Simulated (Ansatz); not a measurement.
# AlAsH2 (quintet): from Hartree-Fock to the top rungs, cc-pVTZ

One table from this session's results is given with a row withheld; the runs are named, their logs left out.

Program: Ansatz 0.2.0, Gaussian basis. Level of theory: cc-pVTZ, core rule «outside noble gas», up to 19 orbitals frozen. These are calculated values, not measurements.

Plan: UHF; CCSD(T) on ROHF; CCSD(T) on UHF; BCCD(T) on ROHF; CCSDT(Q) on ROHF; CCSDT(Q) on UHF.

14 further runs of the same task are left out: 10 for a known fault of the program, 4 set aside as unsound or not needed. Runs told in other sessions of the task aren't counted.

**The geometry**

The geometry is a PBE0/def2-TZVP stationary point (not a proven minimum) of the parent state, kept for this charge and spin. No spin-orbit coupling is included. The filled d shell of As may be among the frozen orbitals whatever the setting's name suggests.

4 atoms, charge 0, spin multiplicity 5.

Atoms are counted from 1 here; the program's logs count them from 0.

Bond lengths: Al1–As2 2.435 Å, Al1–H3 1.589 Å, Al1–H4 1.589 Å. Angles: As2–Al1–H3 120.0°, As2–Al1–H4 120.0°, H3–Al1–H4 120.0°.

Set-up of the first run:

Contents of in.yaml:

```yaml
crystal:
  periodic: [false, false, false]
  atoms:
    - {symbol: Al, position_ang: [0.000000, 0.000000, 1.740252]}
    - {symbol: As, position_ang: [0.000000, 0.000000, -0.694906]}
    - {symbol: H, position_ang: [0.000000, 1.375836, 2.534270]}
    - {symbol: H, position_ang: [0.000000, -1.375836, 2.534270]}
basis:
  gaussian: {orbitals: cc-pVTZ}
magnetization: {spin_polarized: true, initial_magnetization: 4}
hamiltonian: {xc: hf}
output: {orbitals: {seedname: orbitals}}
```

The run is started by

```
$ ansatz run in.yaml --threads 1 --pin off --events-out ev --progress --plain --max-ram 4096MiB --backend cpu
```

Steps of the session up to this table: UHF; CCSD(T) on ROHF; CCSD(T) on UHF; BCCD(T) on ROHF; CCSDT(Q) on ROHF; CCSDT(Q) on UHF.

One table of the session follows, with a row left open; its other results are not shown here.

```
   method  from UCCSDT(Q) (meV)
     ROHF               +5528.1
      UHF               +5436.7
     RMP2                     ?
     UMP2               +1184.8
    RCCSD                +265.6
    UCCSD                +245.3
 RCCSD(T)                 +69.8
 UCCSD(T)                 +51.8
  BCCD(T)                 +69.6
   RCCSDT                 +27.2
   UCCSDT                  +8.6
RCCSDT(Q)                 +19.3
UCCSDT(Q)                     0
```

Q: Estimate the row for RMP2 from the others.

**Answer.** from UCCSDT(Q) (meV): +1183.1. In the column «from UCCSDT(Q) (meV)» it lies between RCCSD (+265.6) and UMP2 (+1184.8).

Caveats from the session: Restricted and unrestricted rows rest on different reference determinants; a gap between their highest levels can come from leftover correlation error, from unlike frozen cores or from another state.
